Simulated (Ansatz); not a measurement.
**[closo-1-(NH2)B7H6]2- (B7NH8 (-2)): structure and electronic state**

What does [closo-1-(NH2)B7H6]2- (B7NH8 (-2)) look like as a singlet, and where do its frontier electrons sit?

Computed with Ansatz 0.2.0, Gaussian basis. Level: RKS PBE0-D4/def2-TZVPD.

Levels to be run: relaxation at PBE-D4/def2-SVPD; a single point at PBE0-D4/def2-TZVPD.

2 further runs of the same task are left out: 2 set aside as unsound or not needed.

### Step 1. Starting geometry

16 atoms, charge -2, spin multiplicity 1.

Atoms are counted from 1 here; the program's logs count them from 0.

Bond lengths: B1–B2 1.639 Å, B1–B3 1.799 Å, B1–B6 1.798 Å, B1–B7 1.639 Å, B1–H8 1.251 Å, B2–B3 1.792 Å, B2–B5 1.640 Å, B2–B6 1.804 Å, B2–H9 1.254 Å, B3–B4 1.822 Å, B3–B5 1.813 Å, B3–B7 1.795 Å, B3–N10 1.591 Å, B4–B5 1.631 Å, B4–B6 1.805 Å, B4–B7 1.637 Å, B4–H13 1.263 Å, B5–B6 1.806 Å and more. Angles: B2–B1–B3 62.6°, B2–B1–B6 63.1°, B2–B1–B7 107.6°, B2–B1–H8 126.3°, B3–B1–B6 79.2°, B3–B1–B7 62.7°, B3–B1–H8 141.2°, B6–B1–B7 63.2°, B6–B1–H8 139.6°, B7–B1–H8 126.2°, B1–B2–B3 63.1°, B1–B2–B5 108.1°, B1–B2–B6 62.8°, B1–B2–H9 126.2°, B3–B2–B5 63.6°, B3–B2–B6 79.3°, B3–B2–H9 141.0°, B5–B2–B6 63.0° and more.

The ion is computed in the gas phase, without counter-ions or solvent.

The start is a GFN2-xTB geometry.

### Step 2. Optimising with PBE-D4/def2-SVPD

File in.yaml:

```yaml
crystal:
  periodic: [false, false, false]
  atoms:
    - {symbol: B, position_ang: [-0.469970, -1.356540, 0.493280]}
    - {symbol: B, position_ang: [-0.657120, 0.043970, 1.324100]}
    - {symbol: B, position_ang: [-0.568420, 0.165070, -0.461340]}
    - {symbol: B, position_ang: [1.234540, 0.427840, -0.488720]}
    - {symbol: B, position_ang: [0.401840, 1.140260, 0.719430]}
    - {symbol: B, position_ang: [1.030050, -0.523400, 1.032170]}
    - {symbol: B, position_ang: [0.684680, -1.106780, -0.643520]}
    - {symbol: H, position_ang: [-1.090550, -2.424530, 0.693040]}
    - {symbol: H, position_ang: [-1.449440, 0.240820, 2.276510]}
    - {symbol: N, position_ang: [-1.661490, 0.662660, -1.505060]}
    - {symbol: H, position_ang: [-1.879140, 1.639120, -1.308700]}
    - {symbol: H, position_ang: [-1.247520, 0.660410, -2.436950]}
    - {symbol: H, position_ang: [2.134000, 0.963820, -1.194300]}
    - {symbol: H, position_ang: [0.538620, 2.327710, 1.122150]}
    - {symbol: H, position_ang: [1.901030, -0.905680, 1.851800]}
    - {symbol: H, position_ang: [1.098890, -1.954760, -1.473860]}
basis:
  gaussian: {orbitals: def2-SVPD}
total_charge: -2
hamiltonian: {xc: pbe, dispersion: d4}
scf: {lower_state_search: "off"}
output: {orbitals: {seedname: orbitals}}
relax: {f_tol: 0.02, max_steps: 100}
```

Run with:

```bash
ansatz run in.yaml --threads 4 --pin off --events-out ev --progress --plain --max-ram 4787MiB
```

Further steps of the session: Single point, PBE0-D4/def2-TZVPD.

Before running them: what should the planned runs give, taken together? Wanted: point group; commonest bond, hydrogen aside; HOMO, LUMO at PBE0-D4/def2-TZVPD.

The runs gave:

| quantity | value |
| --- | --- |
| point group | C1 |
| commonest bond, hydrogen aside | B–B, 15 of mean length 1.779 Å |
| HOMO, LUMO at PBE0-D4/def2-TZVPD | 2.61, 6.07 eV |

The molecule keeps its bonding pattern by the stored test; the atoms moved 0.02 Å (rms). No usable vibrations, so a minimum isn't proven. The HOMO lies nearest to B1, B4, B6 about 14 % each; N10 15 % and the LUMO to H11, H12 about 33 % each; H13 10 %. Doubts on the single point: highest occupied level lies above zero. The point group is read from a loosely relaxed geometry; soft torsions can leave it below the true symmetry.
